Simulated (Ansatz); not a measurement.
# Na2CdBiSb2 (Pmc2_1): the equilibrium volume

At what volume is Na2CdBiSb2 (Pmc2_1) free of pressure?

Computed with Ansatz 0.2.0 (DFT PBEsol, scalar-relativistic, plane waves, PAW, unless a step's input says otherwise).

5 further runs of the same task are left out: 2 that didn't finish, 3 set aside as unsound or not needed.

### Step 1. The starting structure

Symmetry: Pmc2_1, No. 26, orthorhombic system. Conventional cell: a = 4.469 Å, b = 8.870 Å, c = 7.411 Å, α = 90.00°, β = 90.00°, γ = 90.00°. Cd (site symmetry m) is surrounded by 4 Sb at 2.76 to 2.88 Å. Na (site symmetry m) is surrounded by 5 Sb at 3.13 to 3.48 Å and 4 Na at 3.33 to 3.42 Å and 2 Cd at 3.55 to 3.60 Å. Na (site symmetry m) has 4 Sb at 3.00 to 3.02 Å and 4 Na at 3.33 to 3.42 Å and 2 Cd at 3.36 Å as nearest neighbours. Around Sb (site symmetry m) lie 2 Cd at 2.84 to 2.88 Å and 3 Na at 3.00 to 3.18 Å and 4 Bi at 3.12 to 3.14 Å. Sb (site symmetry m) is surrounded by 2 Cd at 2.76 Å and 4 Na at 3.00 to 3.13 Å and 1 Bi at 3.01 Å. Bi (site symmetry m) is surrounded by 5 Sb at 3.01 to 3.14 Å and 2 Cd at 3.32 Å.

Coordinates:

```xyz
12
Lattice="4.4689 0.0000 0.0000 0.0000 8.8703 0.0000 0.0000 0.0000 7.4115" Properties=species:S:1:pos:R:3 pbc="T T T"
Cd    2.2345    1.6530    6.2326
Cd    2.2345    7.2173    2.5269
Na    2.2345    3.7474    3.2986
Na    2.2345    5.1230    7.0044
Na    0.0000    2.9330    0.9746
Na    0.0000    5.9373    4.6803
Sb    2.2345    1.0400    1.6392
Sb    2.2345    7.8304    5.3449
Sb    0.0000    5.8515    1.6606
Sb    0.0000    3.0188    5.3663
Bi    0.0000    0.4808    3.7414
Bi    0.0000    8.3896    0.0356
```

### Step 2. The first run (PBEsol, 4×2×4 mesh)

Contents of input.yaml:

```yaml
crystal:
  lattice:
    - [4.4689497734, 0.0, 0.0]
    - [0.0, 8.8703434201, 0.0]
    - [0.0, 0.0, 7.4114758877]
  atoms:
    - { symbol: Cd, position: [0.5, 0.1863520499, 0.8409376522] }
    - { symbol: Cd, position: [0.5, 0.8136479501, 0.3409376522] }
    - { symbol: Na, position: [0.5, 0.422459353, 0.4450691137] }
    - { symbol: Na, position: [0.5, 0.577540647, 0.9450691137] }
    - { symbol: Na, position: [0.0, 0.3306558921, 0.1314921007] }
    - { symbol: Na, position: [0.0, 0.6693441079, 0.6314921007] }
    - { symbol: Sb, position: [0.5, 0.1172424586, 0.2211682318] }
    - { symbol: Sb, position: [0.5, 0.8827575414, 0.7211682318] }
    - { symbol: Sb, position: [0.0, 0.6596748912, 0.2240553369] }
    - { symbol: Sb, position: [0.0, 0.3403251088, 0.7240553369] }
    - { symbol: Bi, position: [0.0, 0.0541996305, 0.5048075647] }
    - { symbol: Bi, position: [0.0, 0.9458003695, 0.0048075647] }
basis:
  ecutwfc: 420
kpoints:
  mp_grid: { grid: [4, 2, 4] }
hamiltonian:
  xc: pbesol
scf:
  occupations: { method: gaussian, width: 0.1 }
output:
  forces: true
  stress: true
  eigenvalues: true
```

Started as:

```sh
$ ansatz run input.yaml --threads 8 --pin off --max-ram 14336MiB --backend cpu --events-out ev --progress --plain --runs-dir out
```

The program printed (excerpt; [...] marks lines left out):

```text
Warning: RAYON_NUM_THREADS=8 ignored (pool sized by the plan → 8); use --threads N
[...]
Pseudopotentials: kind: paw
Pseudopotential: Cd, paw, valence charge 20, recommended cutoff 420 eV (normal), Cd.paw.azcp
Pseudopotential: Na, paw, valence charge 9, recommended cutoff 420 eV (normal), Na.paw.azcp
Pseudopotential: Sb, paw, valence charge 15, recommended cutoff 420 eV (normal), Sb.paw.azcp
Pseudopotential: Bi, paw, valence charge 15, recommended cutoff 420 eV (normal), Bi.paw.azcp
Functional definition: PBEsol
[...]
Crystal: 12 atoms, lattice volume = 293.799 Å³
Basis set: ecut = 420 eV, 5779 PW (Γ), exchange–correlation on 60×120×100 points (8 copies of the dense FFT grid, shifted against one another)
Bands: 100, of which v1, the nominal top of the filled ones, is band 83 counted from 1 (82 counted from 0)
Symmetry: 4 space group operations
Space group: Pmc21 (ITA 26), of the structure as read, at distance tolerance 6.6e-5 Å
k-points: 18 of 32 (time reversal used)
[...]
SCF iter   1: F=—  HF=-72388.973389 eV  |F-HF|=—  |Δ(HF+E_count)|=         —  Δρ=4.03e-3  dr2=4.32e-2  ethr=1.77e-3  ⟨swp⟩=7.1  Hψ=7103  notcnv=0  defer=43
[...]
SCF iter   8: F=-72388.962213 eV  HF=-72388.962213 eV  |F-HF|=6.14e-8  |Δ(HF+E_count)|=   1.96e-7  Δρ=3.22e-6  dr2=9.92e-8  ethr=6.02e-11  ⟨swp⟩=10.8  Hψ=8647  notcnv=0
[...]
SCF converged after 8 iterations
Free energy (F): -72388.962213 eV
[...]
E sigma→0 (E₀):  -72388.945622 eV
Entropy (-TS):   -0.033180 eV (-2.765 meV/atom)
Fermi energy:    10.538790 eV
[...]
--- Forces (eV/Å), atoms counted from 1 ---
  atom   1  Cd     0.00000000     0.26694308    -0.01322819
  atom   2  Cd     0.00000000    -0.26694308    -0.01322819
  atom   3  Na     0.00000000     0.09141047    -0.01095759
  atom   4  Na     0.00000000    -0.09141047    -0.01095759
  atom   5  Na     0.00000000     0.00837463     0.01698609
  atom   6  Na     0.00000000    -0.00837463     0.01698609
  atom   7  Sb     0.00000000     0.27582485     0.40509052
  atom   8  Sb     0.00000000    -0.27582485     0.40509052
[...]
--- Stress (GPa, compression-positive) ---
        9.023313       0.000000       0.000000
        0.000000       6.186963       0.000000
        0.000000       0.000000       7.605667
  P = ⅓ Tr σ = 7.6053 GPa (76.053 kbar)
--- Band table (eV; the first three rows and the last of 18) ---
[...]
```

Run time: 5.3 s. Hardware: 8 threads of Arm Neoverse V2, shared host; peak memory 1.5 GiB.

This gives: volume 24.483 Å³/atom, pressure 7.61 GPa, a metal on this mesh.

### Step 3. Full relaxation

Changes to input.yaml since step 2:

```diff
@@ -21,3 +21,3 @@
 kpoints:
-  mp_grid: { grid: [4, 2, 4] }
+  mp_grid: { grid: [8, 4, 4] }
 hamiltonian:
@@ -25,3 +25,3 @@
 scf:
-  occupations: { method: gaussian, width: 0.1 }
+  occupations: { method: gaussian, width: 0.05 }
 output:
@@ -30 +30,6 @@
   eigenvalues: true
+relax:
+  adjacent_minimum: "off"
+  f_tol: 0.01
+  max_steps: 50
+  cell: { stress_tol: 0.1 }
```

Started as:

```sh
$ ansatz run input.yaml --threads 8 --pin off --max-ram 14336MiB --backend cpu --events-out ev --progress --plain --runs-dir out
```

The program printed:

```text
Warning: RAYON_NUM_THREADS=8 ignored (pool sized by the plan → 8); use --threads N
Engine: ansatz 0.2.0, aarch64-unknown-linux-gnu
Pseudopotentials: kind: paw
Pseudopotential: Cd, paw, valence charge 20, recommended cutoff 420 eV (normal), Cd.paw.azcp
Pseudopotential: Na, paw, valence charge 9, recommended cutoff 420 eV (normal), Na.paw.azcp
Pseudopotential: Sb, paw, valence charge 15, recommended cutoff 420 eV (normal), Sb.paw.azcp
Pseudopotential: Bi, paw, valence charge 15, recommended cutoff 420 eV (normal), Bi.paw.azcp
Functional definition: PBEsol
  exchange = pbesol_x
  correlation = pbesol_c
Crystal: 12 atoms, lattice volume = 293.799 Å³
Basis set: ecut = 420 eV, 5779 PW (Γ), exchange–correlation on 60×120×100 points (8 copies of the dense FFT grid, shifted against one another)
Bands: 100, of which v1, the nominal top of the filled ones, is band 83 counted from 1 (82 counted from 0)
Symmetry: 4 space group operations
Space group: Pmc21 (ITA 26), of the structure as read, at distance tolerance 6.6e-5 Å
k-points: 45 of 128 (time reversal used)
Non-local potential: Cd, projectors of the file, l = 0: 3, l = 1: 2, l = 2: 2, l = 3: 1
Non-local potential: Na, projectors of the file, l = 0: 3, l = 1: 2, l = 2: 1
Non-local potential: Sb, projectors of the file, l = 0: 2, l = 1: 2, l = 2: 2, l = 3: 2
Non-local potential: Bi, projectors of the file, l = 0: 2, l = 1: 2, l = 2: 2, l = 3: 2
PAW form: soft (Blöchl's): semilocal exchange-correlation on the pseudo side does not see the compensation charge
PAW frozen core: Cd, regenerated for the run's functional, and the local potential with it (the file was generated under x = pbe(κ = 0.804, μ = 0.2195149727645171), c = pbe(β = 0.06672455060314922))
PAW frozen core: Na, regenerated for the run's functional, and the local potential with it (the file was generated under x = pbe(κ = 0.804, μ = 0.2195149727645171), c = pbe(β = 0.06672455060314922))
PAW frozen core: Sb, regenerated for the run's functional, and the local potential with it (the file was generated under x = pbe(κ = 0.804, μ = 0.2195149727645171), c = pbe(β = 0.06672455060314922))
PAW frozen core: Bi, regenerated for the run's functional, and the local potential with it (the file was generated under x = pbe(κ = 0.804, μ = 0.2195149727645171), c = pbe(β = 0.06672455060314922))
PAW one-centre angular grid: Cd, 590 points (default); XC on 64 Gauss nodes
PAW one-centre angular grid: Na, 110 points (default); XC on 64 Gauss nodes
PAW one-centre angular grid: Sb, 590 points (default); XC on 64 Gauss nodes
PAW one-centre angular grid: Bi, 590 points (default); XC on 64 Gauss nodes
Initial density: superposition of atomic densities (neutral atoms: chi_scale 0, normalization atom), corrected by the library's trained network
Initial wavefunctions: pseudopotential atomic-orbital guess
Functional: x = pbesol(κ = 0.804, μ = 0.12345679012345678), c = pbesol(β = 0.046)
SCF iter   1: F=—  HF=-72389.017617 eV  |F-HF|=—  |Δ(HF+E_count)|=         —  Δρ=4.23e-3  dr2=6.21e-2  ethr=1.77e-3  ⟨swp⟩=6.6  Hψ=17321  notcnv=0  defer=166
preconditioner: auto → LDOS  [metal: Δε(μ)=0.005 eV  Ē_g=9.711 eV  σ=0.050 eV  W_gap=0.05  n_scr=72 (ndim 8)  ℏωp=16.5 eV  f_vac=0.010  D(μ)=7.00/eV (n_scr^D=42)  β→1.0]
SCF iter   2: F=—  HF=-72389.011998 eV  |F-HF|=—  |Δ(HF+E_count)|=   5.62e-3  Δρ=3.28e-3  dr2=2.17e-2  ethr=3.74e-5  ⟨swp⟩=2.0  Hψ=9226  notcnv=0  defer=449
preconditioner: auto → Kerker (q_TF=auto, 2.481 Å⁻¹)  [metal: Δε(μ)=0.009 eV  Ē_g=9.766 eV  σ=0.050 eV  W_gap=0.10  n_scr=72 (ndim 8)  ℏωp=16.5 eV  f_vac=0.008  D(μ)=6.98/eV (n_scr^D=42)  β→0.5]
SCF iter   3: F=—  HF=-72389.003185 eV  |F-HF|=—  |Δ(HF+E_count)|=   8.81e-3  Δρ=6.75e-4  dr2=3.60e-3  ethr=1.31e-5  ⟨swp⟩=2.0  Hψ=7708  notcnv=0  defer=449
SCF iter   4: F=—  HF=-72389.002703 eV  |F-HF|=—  |Δ(HF+E_count)|=   4.82e-4  Δρ=1.80e-4  dr2=1.97e-4  ethr=2.17e-6  ⟨swp⟩=2.0  Hψ=4644  notcnv=0  defer=449
SCF iter   5: F=—  HF=-72389.002677 eV  |F-HF|=—  |Δ(HF+E_count)|=   2.60e-5  Δρ=6.49e-5  dr2=2.25e-5  ethr=1.18e-7  ⟨swp⟩=2.0  Hψ=5298  notcnv=0  defer=449
SCF iter   6: F=—  HF=-72389.002484 eV  |F-HF|=—  |Δ(HF+E_count)|=   1.94e-4  Δρ=2.63e-5  dr2=3.54e-6  ethr=1.35e-8  ⟨swp⟩=2.0  Hψ=6356  notcnv=0  defer=449
SCF iter   7: F=—  HF=-72389.002483 eV  |F-HF|=—  |Δ(HF+E_count)|=   6.12e-7  Δρ=6.73e-6  dr2=4.21e-7  ethr=2.13e-9  ⟨swp⟩=2.0  Hψ=7435  notcnv=0  defer=449
SCF iter   8: F=-72389.002483 eV  HF=-72389.002483 eV  |F-HF|=3.52e-8  |Δ(HF+E_count)|=   6.98e-8  Δρ=3.01e-6  dr2=7.57e-8  ethr=6.02e-11  ⟨swp⟩=11.5  Hψ=20346  notcnv=0
SCF 1 converged in 8 iterations: F = -72389.002483 eV  dr2 = 7.57e-8
relax step   1: F+E_penalty+E_count = -72389.00248287 eV  Δ(F+E_penalty+E_count) = +0.000e0 eV  max|allowed force component| = 6.105e-1 eV/Å  Δτ_max = 0.0000 Å  P = +7.568 GPa  Ω = 293.799 Å³  (8 SCF iters, dr2 threshold 1.00e-7 eV, accepted)
[... from here on, the SCF cycles and remarks between the steps are left out ...]
relax step   2: F+E_penalty+E_count = -72389.98315699 eV  Δ(F+E_penalty+E_count) = -9.807e-1 eV  max|allowed force component| = 4.105e-1 eV/Å  Δτ_max = 0.0915 Å  P = +0.461 GPa  Ω = 329.813 Å³  energy of the carried Pulay correction = -6.034e-3 eV  (8 SCF iters, dr2 threshold 1.20e-6 eV, accepted)
relax step   3: F+E_penalty+E_count = -72390.21631001 eV  Δ(F+E_penalty+E_count) = -2.332e-1 eV  max|allowed force component| = 2.434e-1 eV/Å  Δτ_max = 0.1207 Å  P = -0.076 GPa  Ω = 337.369 Å³  energy of the carried Pulay correction = -7.213e-3 eV  (8 SCF iters, dr2 threshold 1.20e-6 eV, accepted)
relax step   4: F+E_penalty+E_count = -72390.30681949 eV  Δ(F+E_penalty+E_count) = -9.051e-2 eV  max|allowed force component| = 9.265e-2 eV/Å  Δτ_max = 0.1159 Å  P = -0.536 GPa  Ω = 340.900 Å³  energy of the carried Pulay correction = -7.755e-3 eV  (7 SCF iters, dr2 threshold 1.20e-6 eV, accepted)
relax step   5: F+E_penalty+E_count = -72390.32965729 eV  Δ(F+E_penalty+E_count) = -2.284e-2 eV  max|allowed force component| = 7.568e-2 eV/Å  Δτ_max = 0.0733 Å  P = +0.170 GPa  Ω = 334.701 Å³  energy of the carried Pulay correction = -6.800e-3 eV  (6 SCF iters, dr2 threshold 1.20e-6 eV, accepted)
relax step   6: F+E_penalty+E_count = -72390.33618136 eV  Δ(F+E_penalty+E_count) = -6.524e-3 eV  max|allowed force component| = 3.575e-2 eV/Å  Δτ_max = 0.0337 Å  P = +0.048 GPa  Ω = 335.404 Å³  energy of the carried Pulay correction = -6.909e-3 eV  (7 SCF iters, dr2 threshold 3.58e-7 eV, accepted)
relax step   7: F+E_penalty+E_count = -72390.33721571 eV  Δ(F+E_penalty+E_count) = -1.034e-3 eV  max|allowed force component| = 8.058e-3 eV/Å  Δτ_max = 0.0181 Å  P = +0.014 GPa  Ω = 335.817 Å³  energy of the carried Pulay correction = -6.973e-3 eV  (7 SCF iters, dr2 threshold 7.99e-8 eV, accepted)
relax step   8: F+E_penalty+E_count = -72390.34413975 eV  Δ(F+E_penalty+E_count) = -6.924e-3 eV  max|allowed force component| = 7.702e-3 eV/Å  Δτ_max = 0.0000 Å  P = +0.033 GPa  Ω = 335.817 Å³  stress off target by 4.04e-2 GPa  SCF on the basis re-selected at this cell (its energy is not comparable with the rows above)  (7 SCF iters)
basis re-selected at this cell: Δ(F+E_penalty+E_count) = -6.924e-3 eV, ΔP = +0.020 GPa vs the last step (what re-selecting the basis moved, of the pressure what is left beyond the Pulay correction that the steps carried, after the strain that the cell walked since its last selection, with what the two solves' SCF thresholds leave and, on support functions, any second-order correction that the steps lacked; it is no measure of the basis error at this ecutwfc). The dense FFT grid was sized anew with the basis: this SCF ran on 32×60×54 points, the steps before it on 30×60×50, so part of this shift can come from that change (see relax.cell in the input reference). This SCF's stress stands 4.04e-2 GPa from its target on what of the cell is left free (relax.cell.stress_tol is 1.00e-1 GPa) and its largest allowed force component is 7.70e-3 eV/Å (relax.f_tol is 1.00e-2 eV/Å): within both
SCF converged after 7 iterations
Free energy (F): -72390.344140 eV
Harris-Foulkes:  -72390.344140 eV  (|F-HF|=1.02e-10)
Internal energy: -72390.334907 eV  (E = F + TS)
E sigma→0 (E₀):  -72390.339524 eV
Entropy (-TS):   -0.009232 eV (-0.769 meV/atom)
Fermi energy:    8.564358 eV
--- Per-component energies (eV) ---
  E_band       = -2749.093434
  E_kinetic    = 2930.436571
  E_local      = -22967.313987  (includes V_loc(G=0)·N_el)
  E_nonlocal   = 3115.928991
  E_hartree    = 9637.925441
  E_xc         = -1356.187584
  E_vxc        = -1317.122294  (∫ρ·V_xc dr)
  E_paw        = -48058.922849  (= ΣΔE_a)
  E_vpaw       = -3786.872873  (= ΣTr[D̂ρ^β])
  E_aug_tail   = -0.000988  (compensation charges beyond the density's cutoff)
  E_ewald      = -15694.610130
  E_core_change = 2.409627  (= ΣΔE_core)
  E_smearing   = -0.009232  (= −TS)
  E_closure    = 0.000000  (closes the sum)
  Σ components = -72390.344140   (vs F -72390.344140, Δ=0.00e0)
--- Forces (eV/Å), atoms counted from 1 ---
  atom   1  Cd    -0.00000000     0.00401901    -0.00370799
  atom   2  Cd    -0.00000000    -0.00401901    -0.00370799
  atom   3  Na     0.00000000    -0.00543901    -0.00079769
  atom   4  Na     0.00000000     0.00543901    -0.00079769
  atom   5  Na    -0.00000000     0.00140866    -0.00146852
  atom   6  Na    -0.00000000    -0.00140866    -0.00146852
  atom   7  Sb     0.00000000     0.00033416    -0.00005361
  atom   8  Sb    -0.00000000    -0.00033416    -0.00005361
  atom   9  Sb     0.00000000    -0.00770190     0.00627755
  atom  10  Sb    -0.00000000     0.00770190     0.00627755
  atom  11  Bi     0.00000000    -0.00682601    -0.00025076
  atom  12  Bi    -0.00000000     0.00682601    -0.00025076
  max |Σ_I F_I| component: 2.06e-6 eV/Å
--- Stress (GPa, compression-positive) ---
        0.023196       0.000000       0.000000
        0.000000       0.040432       0.000000
        0.000000       0.000000       0.036281
  P = ⅓ Tr σ = 0.0333 GPa (0.333 kbar)
--- Band table (eV; the first three rows and the last of 45) ---
  k-point 0: bands = ["-94.3813", "-94.3813", "-55.4823", "-55.4823", "-55.4620", "-55.4620", "-55.4547", "-55.4546", "-44.1599", "-44.1598", "-43.7516", "-43.7516", "-20.3407", "-20.3386", "-20.3381", "-20.3380", "-20.3065", "-20.3055", "-20.3026", "-20.3025", "-20.2952", "-20.2951", "-20.2232", "-20.2229", "-20.2103", "-20.2102", "-20.1818", "-20.1817", "-20.1610", "-20.1609", "-20.1493", "-20.1490", "-16.2531", "-16.2502", "-16.2411", "-16.2402", "-16.2364", "-16.2356", "-15.8578", "-15.8576", "-15.8452", "-15.8445", "-15.8382", "-15.8376", "-14.5115", "-14.5107", "-14.4950", "-14.4933", "-14.4708", "-14.4670", "-14.4303", "-14.4285", "-14.4281", "-14.4261", "-3.6590", "-2.7335", "-1.3414", "-1.2853", "-1.0963", "-0.4919", "-0.4688", "-0.4660", "-0.3985", "-0.3850", "-0.3783", "-0.3745", "-0.1552", "-0.1157", "0.1791", "0.4108", "3.5309", "4.4339", "5.2273", "5.2677", "5.6316", "6.6394", "7.0219", "7.1089", "7.1873", "7.4204", "7.4888", "7.5133", "7.6391", "8.1287", "8.2869", "9.3099", "9.6626", "9.7589", "10.3239", "10.8695", "10.9541", "11.4381", "11.7568", "11.8235", "12.2952", "12.3233", "12.5593", "12.6748", "13.2774", "13.5851"]
[... 3 lines left out ...]
--- Relaxed structure (7 steps of the walk, 7 accepted, 1 SCFs on fresh bases) ---
  F+E_penalty+E_count = -72390.34413975 eV   max|allowed force component| = 7.702e-3 eV/Å   (the final SCF, on the basis selected at the relaxed cell)
  cell:  # Å, volume = 335.8167 Å³
    - [4.772012139391143, 0.0, 0.0]
    - [0.0, 8.84532650317972, 0.0]
    - [0.0, 0.0, 7.955855631752631]
  atoms:
    - { symbol: Cd, position: [0.5, 0.20941433875754778, 0.8549199683334783] }
    - { symbol: Cd, position: [0.5, 0.7905856612424522, 0.354919968333478] }
    - { symbol: Na, position: [0.5, 0.40986222566783254, 0.4472664426332997] }
    - { symbol: Na, position: [0.5, 0.5901377743321674, 0.9472664426332997] }
    - { symbol: Na, position: [-3.5913172035980365e-36, 0.2992875034908555, 0.12084758845926918] }
    - { symbol: Na, position: [-3.5913172035980365e-36, 0.7007124965091448, 0.6208475884592692] }
    - { symbol: Sb, position: [0.5, 0.0905592254299808, 0.216071682078544] }
    - { symbol: Sb, position: [0.5, 0.9094407745700195, 0.7160716820785438] }
    - { symbol: Sb, position: [1.795658601799018e-36, 0.6357794994470991, 0.23311622365681692] }
    - { symbol: Sb, position: [1.795658601799018e-36, 0.36422050055290095, 0.7331162236568171] }
    - { symbol: Bi, position: [1.795658601799018e-36, 0.09647788080563921, 0.4953080948385926] }
    - { symbol: Bi, position: [1.795658601799018e-36, 0.9035221191943611, -0.004691905161407426] }
```

It took 2.4 min on 8 threads of Arm Neoverse V2, shared host; peak memory 2.1 GiB.

Relaxation path:

```
step  energy from step 1 (meV/atom)  largest force component (eV/Å)  pressure (GPa)  volume (Å³/atom)
   1                            0.0                           0.610            7.57            24.483
   2                          -81.7                           0.410            0.46            27.484
   3                         -101.2                           0.243           -0.08            28.114
   4                         -108.7                           0.093           -0.54            28.408
   5                         -110.6                           0.076            0.17            27.892
   6                         -111.1                           0.036            0.05            27.950
   7                         -111.2                           0.008            0.01            27.985
   8                         -111.8                           0.008            0.03            27.985
```

Step 1 is the start. Step 8 repeats the geometry before it on a plane-wave basis chosen anew for the final cell, which shifts the energy by -0.6 meV/atom. The run keeps the 4 symmetry operations that it found, so it can't reach a distortion that breaks them.

Result: volume 27.985 Å³/atom, pressure 0.03 GPa, no gap.

(Part 1 of 2 ends here.)
